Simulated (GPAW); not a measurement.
Crystal: TiSi2.

```
CELL_PARAMETERS angstrom
0.00000 4.11752 4.26290
2.38951 0.00000 4.26290
2.38951 4.11752 0.00000
ATOMIC_POSITIONS crystal
Ti 0.75000 0.75000 0.75000
Ti 0.50000 0.50000 0.50000
Si 0.41257 0.08743 0.41257
Si 0.08743 0.41257 0.08743
Si 0.16257 0.83743 0.16257
Si 0.83743 0.16257 0.83743
```

The cell is a database's computed one.

Program: GPAW 26.7.0. Alike in all runs: task single point; potentials or basis the program's PAW data sets (release 1.2.1) made for this functional, pw; no spin polarisation; cell as given; k mesh 6 × 6 × 6; cutoff (eV) 600; smearing fermi-dirac 0.05 eV.

**Question.** Order these runs on this cell by their pressure, lowest first.
A. level LDA+U; U Ti d U = 8 eV
B. level LDA
C. level LDA+U; U Ti d U = 3 eV
D. level LDA+U; U Ti d U = 6 eV

**Answer.** B (-4.7 GPa), C (-2.3 GPa), D (0.4 GPa), A (2.5 GPa).

Caveats: U without spin polarisation on a metal has little footing (some runs); the U is typed as a test and isn't derived for this compound (some runs).
